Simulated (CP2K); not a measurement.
# C2H4BBrF− (SMILES F/C=C/[BH2-]Br): a first try and a second

Aim: energy and gradient of C2H4BBrF− at PM6.

The calculation is run with CP2K 2026.2.

3 further runs of the same task are left out: 3 set aside as unsound or not needed.

**1. The molecule**

C2H4BBrF−: 9 atoms, total charge -1, spin state singlet. As SMILES, `F/C=C/[BH2-]Br`. Geometry: relaxed at GFN2-xTB. This is one conformer, not always the lowest.

Bond lengths: F1–C2 1.390 Å, C2–C3 1.312 Å, C3–B4 1.604 Å, B4–Br5 2.030 Å, C2–H6 1.080 Å, C3–H7 1.088 Å, B4–H8 1.209 Å, B4–H9 1.209 Å. Some angles: F1–C2–C3 122.8°, C2–C3–B4 127.5°, C3–B4–Br5 110.6°, F1–C2–H6 109.6°, C3–C2–H6 127.6°, C2–C3–H7 116.9°, B4–C3–H7 115.6°, C3–B4–H8 110.2°, C3–B4–H9 110.2°, Br5–B4–H8 107.4°.

**2. Try one**

calc.inp

```
&GLOBAL
 PROJECT calc
 RUN_TYPE ENERGY_FORCE
 PRINT_LEVEL MEDIUM
&END GLOBAL

&FORCE_EVAL
 METHOD QS
 &DFT
  # Quickstep
  &QS
   METHOD PM6
   EPS_DEFAULT 1.0E-10
   &SE
    &COULOMB
     CUTOFF [angstrom] 50
     RC_RANGE [angstrom] 0
    &END COULOMB
    &EXCHANGE
     CUTOFF [angstrom] 50
     RC_RANGE [angstrom] 0
    &END EXCHANGE
   &END SE
  &END QS
  # no periodic images
  &POISSON
   PERIODIC NONE
   POISSON_SOLVER ANALYTIC
  &END POISSON
  # self-consistent field
  &SCF
   SCF_GUESS ATOMIC
   EPS_SCF 1.0E-07
   MAX_SCF 150
   &DIAGONALIZATION
    ALGORITHM STANDARD
   &END DIAGONALIZATION
   &MIXING
    METHOD DIRECT_P_MIXING
    ALPHA 0.4
   &END MIXING
  &END SCF
  &PRINT
   &MOMENTS
    PERIODIC F
    REFERENCE COM
    MAX_MOMENT 1
   &END MOMENTS
   &MO ON
    ENERGIES T
    OCCUPATION_NUMBERS T
    NDIGITS 6
    &EACH
     QS_SCF 0
    &END EACH
    ADD_LAST NUMERIC
   &END MO
   &HIRSHFELD OFF
   &END HIRSHFELD
  &END PRINT
 &END DFT
 # atoms, cell and kinds
 &SUBSYS
  &CELL
   ABC 12.4 11.5 10.8
   PERIODIC NONE
  &END CELL
  &COORD
   F      3.993865     7.198915     6.790515
   C      5.264285     6.781995     6.411025
   C      5.474915     5.692275     5.710595
   B      6.883755     5.106215     5.217165
   Br     8.406135     6.313905     5.803855
   H      6.000105     7.482025     6.778025
   H      4.600015     5.109035     5.430945
   H      7.077695     4.017975     5.706075
   H      6.917225     5.060125     4.009485
  &END COORD
 &END SUBSYS
 # extra output
 &PRINT
  &FORCES ON
  &END FORCES
 &END PRINT
&END FORCE_EVAL
```

On the command line:

```sh
$ OMP_NUM_THREADS=1 cp2k.psmp -i calc.inp > calc.out 2>&1
```

Log:

```text
CP2K| version string:                                       CP2K version 2026.2
 CP2K| Input file name                                                  calc.inp

 GLOBAL| Basis set file name                                           BASIS_SET
 GLOBAL| Potential file name                                           POTENTIAL
 GLOBAL| Coordinate file name                                      __STD_INPUT__
 GLOBAL| Method name                                                        CP2K
 GLOBAL| Project name                                                       calc
 GLOBAL| Run type                                                   ENERGY_FORCE
 GLOBAL| FFT library                                                       FFTW3
 GLOBAL| Diagonalization library                                       ScaLAPACK
 GLOBAL| Global print level                                               MEDIUM
 GLOBAL| Total number of message passing processes                             1
 GLOBAL| Number of threads for this process                                    1
 GLOBAL| CPU model name                                                  UNKNOWN

 CELL| Volume [angstrom^3]:                                          1540.080000
 CELL| Vector a [angstrom]:      12.400     0.000     0.000   |a| =    12.400000
 CELL| Vector b [angstrom]:       0.000    11.500     0.000   |b| =    11.500000
 CELL| Vector c [angstrom]:       0.000     0.000    10.800   |c| =    10.800000
 CELL| Angle (b,c), alpha [degree]:                                    90.000000
 CELL| Angle (a,c), beta  [degree]:                                    90.000000
 CELL| Angle (a,b), gamma [degree]:                                    90.000000
 CELL| Numerically orthorhombic:                                             YES
 CELL| Periodicity                                                          NONE

 GENERATE|  Preliminary Number of Bonds generated:                             0
 GENERATE|  Achieved consistency in connectivity generation.

                                   2008 - 2015

 SEMIEMPIRICAL|                             Coulomb Integral cutoff/taper values
 SEMIEMPIRICAL| Cutoff [a.u.]                                             94.486
 SEMIEMPIRICAL| Taper  [a.u.]                                             94.486
 SEMIEMPIRICAL| Range  [a.u.]                                              0.000

 SEMIEMPIRICAL|                            Exchange Integral cutoff/taper values
 SEMIEMPIRICAL| Cutoff [a.u.]                                             94.486
 SEMIEMPIRICAL| Taper  [a.u.]                                             94.486
 SEMIEMPIRICAL| Range  [a.u.]                                              0.000

 *******************************************************************************
 *   ___                                                                       *
 *  /   \                                                                      *
 * [ABORT]                                                                     *
 *  \___/            Use the LSD option for an odd number of electrons         *
 *    |                                                                        *
 *  O/|                                                                        *
 * /| |                                                                        *
 * / \                                                   qs_environment.F:2033 *
 *******************************************************************************

 ===== Routine Calling Stack =====

            2 qs_init_subsys
            1 CP2K

Program received signal SIGABRT: Process abort signal.

Backtrace for this error:
#0  0x5c3f2f33f957 in ???
#1  0x5c3f4fbf4cac in __pthread_kill_implementation
#2  0x5c3f4fb9bfb7 in raise
#3  0x5c3f4fb85d37 in abort
#4  0x5c3f2fa12d83 in ???
#5  0x5c3f2fa14297 in ???
#6  0x5c3f2fa14497 in ???
#7  0x5c3f2f5e2323 in ???
#8  0x5c3f2f5e5af3 in ???
#9  0x5c3f2f3e546f in ???
#10  0x5c3f2fcc6783 in ???
#11  0x5c3f2fcc9d0b in ???
#12  0x5c3f2f3e0db3 in ???
#13  0x5c3f2f3def13 in ???
#14  0x5c3f4fb86573 in __libc_start_call_main
#15  0x5c3f4fb86657 in __libc_start_main_impl
#16  0x5c3f2f3df06f in ???
#17  0xffffffffffffffff in ???
```

Wall time 0.32 s (1 thread of Arm Neoverse N1, shared host); peak memory 0.13 GiB.

**3. Diagnosis**

The program stopped with an error.

The log says `\___/            Use the LSD option for an odd number of electrons`. Cause: the electron count doesn't fit the spin or reference typed: an even count needs an odd multiplicity, an odd count an even one. To mend it: charge -1 in place of 0. That is the species meant; for the charge typed, the multiplicity would have to change.

**4. The mended input**

run.inp

```
&GLOBAL
  PROJECT run
  RUN_TYPE ENERGY_FORCE
  PRINT_LEVEL MEDIUM
&END GLOBAL

&FORCE_EVAL
  METHOD Quickstep
  &DFT
    CHARGE -1
    MULTIPLICITY 1
    &QS
      METHOD PM6
      EPS_DEFAULT 1.0E-10
      &SE
        &COULOMB
          CUTOFF [angstrom] 50
          RC_RANGE [angstrom] 0
        &END COULOMB
        &EXCHANGE
          CUTOFF [angstrom] 50
          RC_RANGE [angstrom] 0
        &END EXCHANGE
      &END SE
    &END QS
    &POISSON
      PERIODIC NONE
      POISSON_SOLVER ANALYTIC
    &END POISSON
    &SCF
      SCF_GUESS ATOMIC
      EPS_SCF 1.0E-07
      MAX_SCF 150
      &DIAGONALIZATION
        ALGORITHM STANDARD
      &END DIAGONALIZATION
      &MIXING
        METHOD DIRECT_P_MIXING
        ALPHA 0.4
      &END MIXING
    &END SCF
    &PRINT
      &MOMENTS
        PERIODIC F
        REFERENCE COM
        MAX_MOMENT 1
      &END MOMENTS
      &MO ON
        ENERGIES T
        OCCUPATION_NUMBERS T
        NDIGITS 6
        &EACH
          QS_SCF 0
        &END EACH
        ADD_LAST NUMERIC
      &END MO
      &HIRSHFELD OFF
      &END HIRSHFELD
    &END PRINT
  &END DFT
  &SUBSYS
    &CELL
      ABC [angstrom] 12.4 11.5 10.8
      PERIODIC NONE
    &END CELL
    &COORD
      F      3.993865     7.198915     6.790515
      C      5.264285     6.781995     6.411025
      C      5.474915     5.692275     5.710595
      B      6.883755     5.106215     5.217165
      Br     8.406135     6.313905     5.803855
      H      6.000105     7.482025     6.778025
      H      4.600015     5.109035     5.430945
      H      7.077695     4.017975     5.706075
      H      6.917225     5.060125     4.009485
    &END COORD
  &END SUBSYS
  &PRINT
    &FORCES ON
    &END FORCES
  &END PRINT
&END FORCE_EVAL
```

On the command line:

```sh
$ OMP_NUM_THREADS=1 cp2k.psmp -i run.inp > run.out 2>&1
```

Log:

```text
CP2K| version string:                                       CP2K version 2026.2
[...]
 GLOBAL| Method name                                                        CP2K
[...]
 GLOBAL| Run type                                                   ENERGY_FORCE
[...]
                             - Atoms:                                          9
[...]
                             - Spherical basis functions:                     29
[...]
 Number of electrons:                                                         30
[...]
     1 P_Mix/Diag. 0.40E+00    0.0     0.77722370       -32.7416718004 -3.27E+01
[...]
    22 DIIS/Diag.  0.43E-07    0.0     0.00000009       -38.8314917613 -2.13E-13
  *** SCF run converged in    22 steps ***
  Core-core repulsion energy [eV]:                           1807.44780216950699
  Core Hamiltonian energy [eV]:                             -1721.04957639298982
  Two-electron integral energy [eV]:                        -2286.11370763061177
  Electronic energy [eV]:                                   -2864.10643020829548
  Total energy [eV]:                                        -1056.65862803878849
  Atomic reference energy [eV]:                              1051.76778729169473
  Heat of formation [kcal/mol]:                              -112.78547592252862
[...]
 SE_DIPOLE| Moment [Debye]         -0.76526953      -1.52569397      -0.85957364
 SE_DIPOLE| Derivative [a.u.]       0.00000000       0.00000000       0.00000000
 ENERGY| Total FORCE_EVAL ( QS ) energy [hartree]            -38.831491761276098
 FORCES| Atomic forces [hartree/bohr]
 FORCES|   Atom     x               y               z               |f|
 FORCES|      1  2.02851638E-02 -1.07084657E-02 -8.59052412E-03   2.44940036E-02
 FORCES|      2 -4.71408967E-03  2.63294492E-02  1.67515080E-02   3.15606647E-02
 FORCES|      3 -2.04629028E-03 -1.71526754E-02 -1.00543868E-02   1.99873028E-02
 FORCES|      4 -2.14577843E-02 -7.45613610E-03 -3.11579977E-03   2.29289922E-02
 FORCES|      5  6.49286042E-03  2.88059816E-03  1.35545212E-03   7.23134376E-03
 FORCES|      6 -2.89200601E-03  2.86295717E-03  2.06557580E-03   4.56364174E-03
 FORCES|      7  4.35465982E-03 -8.13469799E-03 -5.60704369E-03   1.07970048E-02
 FORCES|      8 -2.62473592E-04  8.24613554E-03 -3.74953583E-04   8.25882764E-03
 FORCES|      9  2.39959886E-04  3.13283514E-03  7.57017205E-03   8.19632489E-03
 FORCES| Sum     9.02056208E-16  2.49800181E-16 -3.46944695E-17
 FORCES| Total atomic force                                       9.36647873E-16
[...]
```

Run time: 0.42 s. Hardware: 1 thread of Arm Neoverse N1, shared host; peak memory 0.14 GiB.

**5. What came out**

At PM6:

| quantity | value |
| --- | --- |
| total energy | -38.83149 Eh |
| HOMO energy | -4.79 eV |
| heat of formation at this unrelaxed shape | -112.8 kcal/mol |
| largest force on an atom | 1.623 eV/Å |

What this shows: The largest force is 1.62 eV/Å: the shape isn't a stationary point for this species at this level.
